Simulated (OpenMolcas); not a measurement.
# CH4FSn (SMILES [CH3][SnH][F]) at ROCCSD(T)/def2-SV(P) (core potential)

What is the vertical doublet–quartet gap of CH4FSn at ROCCSD(T)/def2-SV(P) (core potential)? 

Program for the calculation: OpenMolcas 26.06.

4 further runs of the same task are left out: 1 that didn't finish, 3 set aside as unsound or not needed.

## Step 1: The structure to begin with

CH4FSn: 7 atoms, total charge 0, spin state doublet. SMILES: `[CH3][SnH][F]`. Geometry: a GFN2-xTB relaxation, a rough one for these elements and not checked as a minimum.

Bond lengths: C1–Sn2 2.361 Å, Sn2–F3 2.056 Å, C1–H4 1.086 Å, C1–H5 1.084 Å, C1–H6 1.085 Å, Sn2–H7 2.014 Å. Angles: C1–Sn2–F3 95.0°, C1–Sn2–H7 119.1°, F3–Sn2–H7 100.2°, Sn2–C1–H4 105.8°, Sn2–C1–H5 110.9°, Sn2–C1–H6 104.8°, H4–C1–H5 112.0°, H4–C1–H6 111.1°, H5–C1–H6 111.8°.

## Step 2: A single-point energy at ROCCSD(T)/def2-SV(P) (core potential)

The input, coord.xyz:

```xyz
7

C     -0.664580     0.665950    -0.560350
Sn     0.430530    -0.431370     1.220570
F      2.312770    -0.250900     0.413770
H     -0.296670     1.688090    -0.549110
H     -1.741240     0.620610    -0.440020
H     -0.336590     0.143030    -1.452130
H      0.295780    -2.435400     1.367280
```

The input, job.input:

```
* CH4FSn CCSD(T)
&gateway
baslib = $CurrDir
coord = coord.xyz
basis = def2-SVP
group = NoSym
&seward
&scf
uhf
spin = 2
prorbitals = 1 2
&rasscf
fileorb = $Project.UnaOrb
spin = 2
nactel = 1 0 0
inactive = 20
ras2 = 1
outorbitals = Canonical
orblisting = Nothing
&motra
jobiph
frozen = 6
&ccsdt
cct
triples = 3
iterations = 50
extrapolation = 5 4
```

The basis set def2-SV(P) is read from a file made from the Basis Set Exchange's data (not shown).

The run is started by

```sh
$ export MOLCAS_MEM=1860
$ pymolcas job.input > job.log
```

Standard output:

```text
--- Start Module: gateway ---
[...]
--- Stop Module: gateway /rc=_RC_ALL_IS_WELL_ ---
[...]
      Basis functions           62
[...]
       Convergence after  18 Iterations
[...]
::    Total SCF energy                               -352.8251949179
[...]
      Total spin, S                                     0.5202343388
[...]
      Number of active orbitals                  1
[...]
      Spin quantum number                      0.5
[...]
      Active orbitals                            1
[...]
      Number of CSFs                             1
[...]
      Number of root(s) required                 1
[...]
      Convergence after 11 iterations
[...]
      printout of CI-coefficients larger than  0.05 for root  1
      energy=    -352.820679
      conf/sym  1     Coeff  Weight
             1  u   1.00000 1.00000
      Natural orbitals and occupation numbers for root  1
      sym 1:   1.000000
      ************************************************************************************************************************
      *                                                    Final results                                                     *
[...]
::    RASSCF root number  1 Total energy:   -352.82067945
[...]
      Total electronic charge=   41.000000
      Total            charge=   -0.000000
[...]
      Dipole Moment (debye):
      Origin of the operator (angstrom)=    0.5518   -0.3129    0.9450
                   X= -3.8235E+00               Y=  9.5132E-01               Z=  1.2601E+00           Total=  4.1366E+00
      Quadrupole Moment (debye*angstrom):
[...]
--- Start Module: motra ---
[...]
      *** WARNING: Default frozen orbitals is overwritten by user input.
      *** Default values:   2
[...]
--- Stop Module: motra /rc=_RC_ALL_IS_WELL_ ---
--- Start Module: ccsdt ---
[...]
      Convergence after                    18  Iterations
      Total energy (diff) :    -353.26219621      -0.00000002
[...]
 METHOD                       : CCSD+T(CCSD)+<T3(1)WT1>+<T3(1)UT2> = CCSD(T)
[...]
       CCSD     =      -353.2621962127870
[...]
--- Stop Module: ccsdt /rc=_RC_ALL_IS_WELL_ ---
[...]
```

It took 26 s on 1 thread of Arm Neoverse V1, shared host; peak memory 0.4 GiB.

## Step 3: The quartet

coord.xyz is that of step 2.

The input, job.inp:

```
* CH4FSn CCSD(T)
>>> EXPORT MOLCAS_PRINT=2
&gateway
baslib = $CurrDir
coord = coord.xyz
basis = def2-SVP
group = NoSym
&seward
&scf
uhf
spin = 4
prorbitals = 1 2
&rasscf
fileorb = $Project.UnaOrb
spin = 4
nactel = 3 0 0
inactive = 19
ras2 = 3
outorbitals = Canonical
orblisting = Nothing
&motra
jobiph
frozen = 6
&ccsdt
cct
triples = 3
iterations = 50
extrapolation = 5 4
```

The basis set def2-SV(P) is read from a file made from the Basis Set Exchange's data (not shown).

The run is started by

```sh
$ export MOLCAS_MEM=1860
$ pymolcas job.inp > job.log
```

Standard output:

```text
--- Start Module: gateway ---
[...]
--- Stop Module: gateway /rc=_RC_ALL_IS_WELL_ ---
[...]
      Basis functions           62
[...]
       Convergence after  25 Iterations
[...]
::    Total SCF energy                               -352.6630643070
[...]
      Total spin, S                                     1.5053690214
[...]
      Number of active orbitals                  3
[...]
      Spin quantum number                      1.5
[...]
      Active orbitals                            3
[...]
      Number of CSFs                             1
[...]
      Number of root(s) required                 1
[...]
      Convergence after 16 iterations
[...]
      printout of CI-coefficients larger than  0.05 for root  1
      energy=    -352.656547
      conf/sym  111     Coeff  Weight
             1  uuu   1.00000 1.00000
      Natural orbitals and occupation numbers for root  1
      sym 1:   1.000000   1.000000   1.000000
      ************************************************************************************************************************
      *                                                    Final results                                                     *
[...]
::    RASSCF root number  1 Total energy:   -352.65654720
[...]
      Total electronic charge=   41.000000
      Total            charge=   -0.000000
[...]
      Dipole Moment (debye):
      Origin of the operator (angstrom)=    0.5518   -0.3129    0.9450
                   X= -4.1518E+00               Y=  5.4719E-01               Z= -1.4636E-01           Total=  4.1903E+00
      Quadrupole Moment (debye*angstrom):
[...]
--- Start Module: motra ---
[...]
      *** WARNING: Default frozen orbitals is overwritten by user input.
      *** Default values:   2
[...]
--- Stop Module: motra /rc=_RC_ALL_IS_WELL_ ---
--- Start Module: ccsdt ---
[...]
      Convergence after                    25  Iterations
      Total energy (diff) :    -353.08297749      -0.00000007
[...]
 METHOD                       : CCSD+T(CCSD)+<T3(1)WT1>+<T3(1)UT2> = CCSD(T)
[...]
       CCSD     =      -353.0829774852191
[...]
--- Stop Module: ccsdt /rc=_RC_ALL_IS_WELL_ ---
[...]
```

Run time: 32 s. Hardware: 1 thread of Arm Neoverse V1, shared host; peak memory 0.4 GiB.

## Step 4: Summary of results

At ROCCSD(T)/def2-SV(P) (core potential), 6 core orbitals frozen:

| quantity | value |
| --- | --- |
| doublet: total energy | -353.27322 Eh |
| doublet: (T) correction | -11.02 mEh |
| quartet: total energy | -353.09322 Eh |
| quartet: (T) correction | -10.24 mEh |
| vertical energy of the quartet above the doublet | 4.898 eV |

**Reading.** At this shape the quartet lies 4.90 eV (113 kcal/mol) above the doublet.
